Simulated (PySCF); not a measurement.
# AsBF3H3 (B(AsH3)F3): the cost of one run

The runs use PySCF 2.14.0, with density-fitted response routines of our own; the level of theory stands in each step. All values are computed, except where a source is named. Atoms count from 0, in the outputs and in this text.

### Step 1. Starting geometry

8 atoms, charge 0, multiplicity 1; geometry from: GFN1-xTB. The atoms were then displaced at random by about 0.03 Å, so the start is not that level's minimum.

Bonds of the start (Å): B0–As1 2.24, B0–F5 1.28, B0–F6 1.43, B0–F7 1.29, As1–H2 1.44, As1–H3 1.49, As1–H4 1.44.

### Step 2. Geometry optimisation at PBE0-D3(BJ)/def2-SVP

The job: settings as JSON, then the geometry in Å.

```
{"job": {"xc": "PBE0", "basis": "def2-SVP", "d3": "d3bj", "grid": 1, "maxiter": 40, "shake": 0.03, "kind": "geom"}, "charge": 0, "multiplicity": 1}
B      0.056460    -0.065690    -1.305660
As    -0.012620    -0.013620     0.934350
H      0.677860     0.992510     1.696320
H      0.618070    -1.148720     1.670570
H     -1.246580     0.092370     1.677710
F      1.304630    -0.007410    -1.591600
F     -0.609910     1.166450    -1.575060
F     -0.649690    -1.101560    -1.590330
```

On the command line:

```
OMP_NUM_THREADS=1 python probes_run.py task.json out
```

This one command runs all jobs of the session in turn.

**Question.** How long does this first job take on 1 thread of Arm Neoverse V2, shared host, and how much memory does it need?

About 67 s, with a peak of 0.4 GiB.
